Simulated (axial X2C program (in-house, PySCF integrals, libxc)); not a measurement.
# CaO⁺: EOM-IP-CCSD levels

Wanted for CaO⁺: EOM-IP-CCSD levels, at the two-component level.

Method: two-component X2C with atomic mean-field terms, Ca dyall-cv3z, O dyall-av3z; program: an in-house X2C program for linear molecules on PySCF integrals.

All values are calculated.

## (1) The job

File task.json:

```json
{"zs": [20, 8], "q": 1, "bas": ["dyall-cv3z", "dyall-av3z"], "r0": 2.04, "eom": "ip", "rq": 0, "thr": -2.0, "nmax": 95, "grid": [1, 0.96, 1.045, 0.92, 1.09, 1.15]}
```

Keys: zs atomic numbers; q charge; bas basis sets; r0 starting distance in Å; eom kind of EOM run; thr threshold in hartree for freezing inner shells (an s shell follows its p shell); nmax most natural virtual spinors; grid distances as factors.

Launch:

```
python soeom.py task.json out
```

After this run come: EOM-IP-CCSD at 1.796 Å.

Q: Predict the outcome of this session. Wanted: next root led by one particle; T1 of the reference.

**Answer**, as computed:

```
                     quantity                            value
       lowest root at 1.796 Å                Ω = 1/2, 6.571 eV
next root led by one particle  Ω = 3/2, about 2280 cm⁻¹ higher
          T1 of the reference                            0.021
```

What this shows: Removing an electron from the reference determinant of CaO costs 6.57 eV and empties a spinor of 79% O pσ, 12% Ca dσ. Errors of 0.1 to 0.3 eV are usual at this size, and roots led by higher excitations are left out, so the list is incomplete, and low states of that kind can be missing.
